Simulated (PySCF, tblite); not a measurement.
# C6H11NO: a rotation path, then NMR shifts on frames, part 2 of 2

tblite 0.8.0 and PySCF 2.14.0. Atoms count from 0. Earlier steps stand in the parts before.

## 5. Nuclear shieldings: image 4, PBE0/pcSseg-1

Job settings and geometry (Å):

```
{"job": {"kind": "nmr", "xc": "PBE0", "basis": "pcSseg-1", "pop": false}, "charge": 0, "multiplicity": 1}
C      1.864600     1.664000    -0.589100
C      1.600600     0.396100    -0.333400
C      0.808500    -0.079100     0.846600
N     -0.278600    -0.966700     0.472700
C     -0.197600    -2.263900     0.815500
O      0.714800    -2.780000     1.418500
C     -1.467500    -0.492500    -0.226400
C     -1.453800     0.981700    -0.600200
H      1.502300     2.456700     0.046000
H      2.449800     1.966200    -1.440200
H      1.962800    -0.390100    -0.982200
H      1.460300    -0.685500     1.487600
H      0.428900     0.764800     1.428800
H     -1.082600    -2.837600     0.481900
H     -2.341600    -0.684800     0.409200
H     -1.584700    -1.082500    -1.143600
H     -1.356800     1.616300     0.275800
H     -0.643500     1.205700    -1.286900
H     -2.395600     1.220200    -1.088100
```

Level: GIAO PBE0/pcSseg-1 NMR shielding, non-relativistic, gas phase.

Standard output:

```text
coarse grid: 15488 points
cycle   1  E = -364.5291519971  dE =  1.134e+00  |g| = 8.584e-01  |ddm| = 3.767e+00
cycle   2  E = -363.9818332378  dE =  5.473e-01  |g| = 1.857e+00  |ddm| = 2.358e+00
cycle   3  E = -364.6727562400  dE = -6.909e-01  |g| = 1.955e-01  |ddm| = 1.841e+00
cycle   4  E = -364.6804704112  dE = -7.714e-03  |g| = 8.517e-02  |ddm| = 2.181e-01
cycle   5  E = -364.6819666660  dE = -1.496e-03  |g| = 2.616e-02  |ddm| = 7.375e-02
cycle   6  E = -364.6821030755  dE = -1.364e-04  |g| = 6.993e-03  |ddm| = 1.991e-02
cycle   7  E = -364.6821127924  dE = -9.717e-06  |g| = 2.245e-03  |ddm| = 5.898e-03
final grid: 148544 points
cycle   8  E = -364.7401328583  dE = -4.878e-05  |g| = 1.412e-02  |ddm| = 4.161e-02
cycle   9  E = -364.7400378817  dE =  9.498e-05  |g| = 2.624e-02  |ddm| = 2.862e-02
cycle  10  E = -364.7401726366  dE = -1.348e-04  |g| = 3.509e-03  |ddm| = 2.040e-02
cycle  11  E = -364.7401752211  dE = -2.585e-06  |g| = 4.114e-04  |ddm| = 2.542e-03
cycle  12  E = -364.7401752508  dE = -2.966e-08  |g| = 2.177e-04  |ddm| = 5.386e-04
cycle  13  E = -364.7401752620  dE = -1.124e-08  |g| = 6.763e-05  |ddm| = 2.222e-04
cycle  14  E = -364.7401752631  dE = -1.065e-09  |g| = 1.434e-05  |ddm| = 6.368e-05
cycle  15  E = -364.7401752631  dE = -4.434e-11  |g| = 2.982e-06  |ddm| = 1.246e-05
converged SCF energy = -364.7401752631

GIAO shielding tensors (ppm)
atom      isotropic    diamagn.    paramagn.     s11        s22        s33       span
  0 C       62.159     255.063    -192.904    -52.446     76.489    162.434    214.880
  1 C       35.574     257.789    -222.215    -89.192     43.389    152.526    241.718
  2 C      140.838     249.023    -108.185    115.135    144.007    163.372     48.236
  3 N      134.206     334.697    -200.490      9.503    160.717    232.398    222.894
  4 C       21.958     245.651    -223.694    -67.356     50.393     82.837    150.192
  5 O      -90.551     400.982    -491.533   -411.806   -192.613    332.767    744.573
  6 C      142.032     244.484    -102.452    116.678    137.125    172.294     55.616
  7 C      172.772     249.547     -76.775    165.509    174.787    178.020     12.511
  8 H       26.183      31.995      -5.811     21.950     26.473     30.127      8.177
  9 H       26.280      29.424      -3.144     23.030     25.750     30.060      7.030
 10 H       25.520      33.056      -7.536     22.085     25.651     28.824      6.738
 11 H       26.152      31.493      -5.342     21.489     26.449     30.517      9.028
 12 H       28.488      33.493      -5.005     25.041     27.681     32.743      7.702
 13 H       23.419      27.867      -4.448     19.735     24.460     26.063      6.329
 14 H       28.067      30.359      -2.292     22.617     27.722     33.861     11.244
 15 H       28.004      31.267      -3.263     23.325     27.400     33.288      9.963
 16 H       30.304      32.137      -1.833     26.384     29.358     35.171      8.787
 17 H       29.186      32.429      -3.243     23.252     29.178     35.128     11.877
 18 H       30.707      28.947       1.760     26.156     27.960     38.005     11.849
```

It took 28 s on 1 thread of Arm Neoverse V1, shared host; peak memory 0.87 GiB.

In short: δ C4 165.0, C1 151.4, C0 124.8, C2 46.1, H13 8.30, H10 6.20 ppm.

## 6. NMR shieldings: image 6, PBE0/pcSseg-1

Job settings and geometry (Å):

```
{"job": {"kind": "nmr", "xc": "PBE0", "basis": "pcSseg-1", "pop": false}, "charge": 0, "multiplicity": 1}
C      1.797700     1.824500    -0.286900
C      1.545800     0.530100    -0.229700
C      0.822700    -0.138500     0.900000
N     -0.278600    -0.972500     0.448800
C     -0.178600    -2.306100     0.589200
O      0.783000    -2.897200     1.020600
C     -1.522000    -0.339500     0.067500
C     -1.364100     0.735300    -1.003500
H      1.477900     2.498000     0.492500
H      2.332000     2.268300    -1.108800
H      1.868200    -0.134800    -1.019300
H      1.518200    -0.818100     1.407600
H      0.454600     0.601900     1.617900
H     -1.093600    -2.831800     0.257100
H     -1.988500     0.107700     0.956000
H     -2.186400    -1.123600    -0.305300
H     -0.863400     1.613100    -0.607600
H     -0.787500     0.360000    -1.844300
H     -2.347200     1.032300    -1.359400
```

With the program's defaults for keys left out, this is: GIAO PBE0/pcSseg-1 NMR shielding, non-relativistic, gas phase.

Standard output:

```text
coarse grid: 15488 points
cycle   1  E = -364.5337828087  dE =  1.139e+00  |g| = 8.600e-01  |ddm| = 3.767e+00
cycle   2  E = -363.9868220534  dE =  5.470e-01  |g| = 1.859e+00  |ddm| = 2.339e+00
cycle   3  E = -364.6773953047  dE = -6.906e-01  |g| = 2.006e-01  |ddm| = 1.829e+00
cycle   4  E = -364.6855733900  dE = -8.178e-03  |g| = 8.588e-02  |ddm| = 2.239e-01
cycle   5  E = -364.6870952021  dE = -1.522e-03  |g| = 2.636e-02  |ddm| = 7.410e-02
cycle   6  E = -364.6872338690  dE = -1.387e-04  |g| = 7.070e-03  |ddm| = 2.034e-02
cycle   7  E = -364.6872438489  dE = -9.980e-06  |g| = 2.327e-03  |ddm| = 6.098e-03
final grid: 148544 points
cycle   8  E = -364.7446965877  dE = -3.136e-05  |g| = 1.428e-02  |ddm| = 3.838e-02
cycle   9  E = -364.7445959027  dE =  1.007e-04  |g| = 2.687e-02  |ddm| = 2.927e-02
cycle  10  E = -364.7447374685  dE = -1.416e-04  |g| = 3.369e-03  |ddm| = 2.072e-02
cycle  11  E = -364.7447398742  dE = -2.406e-06  |g| = 3.959e-04  |ddm| = 2.433e-03
cycle  12  E = -364.7447399029  dE = -2.865e-08  |g| = 2.053e-04  |ddm| = 5.170e-04
cycle  13  E = -364.7447399130  dE = -1.016e-08  |g| = 5.971e-05  |ddm| = 2.100e-04
cycle  14  E = -364.7447399139  dE = -8.203e-10  |g| = 1.325e-05  |ddm| = 5.800e-05
converged SCF energy = -364.7447399139

GIAO shielding tensors (ppm)
atom      isotropic    diamagn.    paramagn.     s11        s22        s33       span
  0 C       63.039     255.000    -191.961    -51.991     78.942    162.166    214.157
  1 C       35.491     257.785    -222.293    -90.458     43.908    153.024    243.483
  2 C      137.186     249.008    -111.821    109.073    145.809    156.677     47.604
  3 N      120.251     335.018    -214.767     -2.681    166.952    196.482    199.163
  4 C       24.013     245.511    -221.498    -66.131     61.026     77.146    143.278
  5 O      -77.575     400.821    -478.397   -367.055   -187.018    321.347    688.402
  6 C      139.174     244.842    -105.668    116.701    130.428    170.394     53.692
  7 C      164.553     249.985     -85.432    153.760    167.592    172.308     18.548
  8 H       26.189      31.798      -5.609     21.943     26.366     30.258      8.314
  9 H       26.300      29.561      -3.261     22.922     25.703     30.276      7.354
 10 H       25.513      33.297      -7.784     21.952     25.849     28.737      6.785
 11 H       26.006      31.346      -5.339     21.491     26.394     30.133      8.643
 12 H       28.830      33.017      -4.187     25.174     27.871     33.445      8.271
 13 H       23.661      28.349      -4.688     20.160     24.681     26.142      5.982
 14 H       28.438      30.637      -2.199     23.686     27.595     34.034     10.348
 15 H       28.305      31.273      -2.968     23.812     27.997     33.106      9.293
 16 H       29.658      32.807      -3.149     24.182     30.203     34.589     10.407
 17 H       30.848      32.085      -1.236     27.290     29.706     35.549      8.259
 18 H       30.589      29.457       1.132     26.265     27.887     37.615     11.350
```

It took 29 s on 1 thread of Arm Neoverse V1, shared host; peak memory 0.87 GiB.

Key values: δ C4 162.9, C1 151.4, C0 123.9, C2 49.7, H13 8.06, H10 6.20 ppm.

## 7. Shielding tensors: image 8, PBE0/pcSseg-1

Job settings and geometry (Å):

```
{"job": {"kind": "nmr", "xc": "PBE0", "basis": "pcSseg-1", "pop": false}, "charge": 0, "multiplicity": 1}
C      1.833900     1.932300     0.005000
C      1.544900     0.647700    -0.083700
C      0.874800    -0.141600     0.999300
N     -0.281400    -0.880400     0.525000
C     -0.187000    -2.209100     0.349400
O      0.794500    -2.878800     0.569000
C     -1.481400    -0.150100     0.187200
C     -1.481900     0.353700    -1.255500
H      1.588400     2.509500     0.881900
H      2.337100     2.460500    -0.786800
H      1.801400     0.078700    -0.967200
H      1.575500    -0.895700     1.375900
H      0.572800     0.514200     1.822300
H     -1.134800    -2.649000    -0.014600
H     -1.571600     0.696500     0.873700
H     -2.341100    -0.809300     0.342400
H     -0.665400     1.052800    -1.415900
H     -1.367500    -0.479500    -1.944800
H     -2.420900     0.856900    -1.470200
```

With the program's defaults for keys left out, this is: GIAO PBE0/pcSseg-1 NMR shielding, non-relativistic, gas phase.

Standard output:

```text
coarse grid: 15488 points
cycle   1  E = -364.5371390530  dE =  1.131e+00  |g| = 8.592e-01  |ddm| = 3.759e+00
cycle   2  E = -363.9991231157  dE =  5.380e-01  |g| = 1.848e+00  |ddm| = 2.361e+00
cycle   3  E = -364.6804064353  dE = -6.813e-01  |g| = 2.016e-01  |ddm| = 1.852e+00
cycle   4  E = -364.6887615390  dE = -8.355e-03  |g| = 8.389e-02  |ddm| = 2.222e-01
cycle   5  E = -364.6902139795  dE = -1.452e-03  |g| = 2.555e-02  |ddm| = 7.117e-02
cycle   6  E = -364.6903435167  dE = -1.295e-04  |g| = 6.858e-03  |ddm| = 1.947e-02
cycle   7  E = -364.6903528605  dE = -9.344e-06  |g| = 2.172e-03  |ddm| = 5.789e-03
final grid: 148544 points
cycle   8  E = -364.7476325147  dE = -2.620e-05  |g| = 1.391e-02  |ddm| = 3.358e-02
cycle   9  E = -364.7475368715  dE =  9.564e-05  |g| = 2.617e-02  |ddm| = 2.862e-02
cycle  10  E = -364.7476712494  dE = -1.344e-04  |g| = 3.288e-03  |ddm| = 2.032e-02
cycle  11  E = -364.7476735306  dE = -2.281e-06  |g| = 3.664e-04  |ddm| = 2.327e-03
cycle  12  E = -364.7476735541  dE = -2.350e-08  |g| = 1.956e-04  |ddm| = 4.791e-04
cycle  13  E = -364.7476735634  dE = -9.302e-09  |g| = 5.490e-05  |ddm| = 1.988e-04
cycle  14  E = -364.7476735641  dE = -6.855e-10  |g| = 1.254e-05  |ddm| = 5.208e-05
converged SCF energy = -364.7476735641

GIAO shielding tensors (ppm)
atom      isotropic    diamagn.    paramagn.     s11        s22        s33       span
  0 C       64.810     254.406    -189.596    -48.274     80.872    161.831    210.106
  1 C       36.784     258.008    -221.224    -87.492     43.799    154.044    241.536
  2 C      135.187     247.819    -112.632    107.747    144.801    153.013     45.266
  3 N      119.179     335.558    -216.378      1.627    166.932    188.978    187.351
  4 C       23.916     246.942    -223.025    -67.003     57.257     81.495    148.498
  5 O      -84.541     400.888    -485.430   -384.597   -196.675    327.647    712.245
  6 C      139.851     246.084    -106.233    117.367    131.330    170.855     53.488
  7 C      165.706     249.535     -83.828    148.493    163.663    184.963     36.470
  8 H       26.193      31.505      -5.312     22.389     26.095     30.095      7.707
  9 H       26.345      29.515      -3.170     23.083     25.543     30.410      7.327
 10 H       25.495      33.591      -8.096     21.978     25.676     28.830      6.852
 11 H       26.070      31.069      -4.998     21.665     26.506     30.040      8.375
 12 H       28.901      32.529      -3.628     24.585     28.534     33.583      8.998
 13 H       23.542      28.953      -5.411     19.841     24.515     26.270      6.429
 14 H       28.737      31.847      -3.110     24.681     28.414     33.115      8.433
 15 H       28.139      31.079      -2.939     23.545     27.373     33.500      9.955
 16 H       29.719      32.325      -2.606     24.001     30.610     34.545     10.544
 17 H       30.796      31.563      -0.766     27.496     29.002     35.891      8.395
 18 H       30.817      29.688       1.128     26.762     27.516     38.172     11.409
```

Wall time 29 s (1 thread of Arm Neoverse V1, shared host); peak memory 0.87 GiB.

This run: δ C4 163.0, C1 150.1, C0 122.1, C2 51.7, H13 8.17, H10 6.22 ppm.

## 8. Run by run: NMR shifts

Shifts (ppm) of some atoms, chosen among heavy atoms and hydrogens apart, with basis size and wall time:

| frame | C1 | C6 | C7 | H17 | H16 | N3 | O5 | functions | time |
| --- | --- | --- | --- | --- | --- | --- | --- | --- | --- |
| image 0 | 146.3 | 41.5 | 17.1 | 1.41 | 0.91 | 146.2 | 417.4 | 191 | 27 s |
| image 2 | 145.2 | 43.0 | 14.8 | 1.71 | 0.90 | 143.7 | 412.0 | 191 | 27 s |
| image 4 | 151.4 | 44.9 | 14.2 | 2.53 | 1.41 | 133.5 | 426.6 | 191 | 28 s |
| image 6 | 151.4 | 47.8 | 22.4 | 0.87 | 2.06 | 147.5 | 413.7 | 191 | 29 s |
| image 8 | 150.1 | 47.1 | 21.2 | 0.92 | 2.00 | 148.5 | 420.6 | 191 | 29 s |

## 9. Results

This closing draws on all 2 parts.

| quantity | value |
| --- | --- |
| barrier | 0.168 eV (3.9 kcal/mol) at image 4 |
| end to end (GFN2-xTB) | 0.000 eV |
| 13C shifts against TMS (PBE0/pcSseg-1, image 0) | 162.7, 146.3, 125.2, 46.2, 41.5, 17.1 ppm |
| 1H shifts against TMS (PBE0/pcSseg-1, image 0) | 8.20, 5.88, 5.56, 5.52, 5.52, 3.25, 3.18, 2.92, 1.41, 0.91, 0.91 ppm |
| 15N shifts against NH3 (PBE0/pcSseg-1, image 0) | 146.2 ppm |
| 17O shifts against H2O (PBE0/pcSseg-1, image 0) | 417.4 ppm |
| range of the shift of N3 | 133.5 to 148.5 ppm |

What this shows: Along the band the dihedral turns by 181°, and the top (dihedral 181°) lies 3.9 kcal/mol above the start (GFN2-xTB, rough), so at room temperature this motion is fast. The top was not checked by a frequency run. Shifts at one fixed geometry are not the observed spectrum, which averages over the motion. In the first frame run (image 0): Shielding is most anisotropic at O5 (span 711 ppm, paramagnetic term -482 ppm). Across the 5 runs the shift of N3 moves most, between 133.5 (image 4) and 148.5 ppm (image 8).
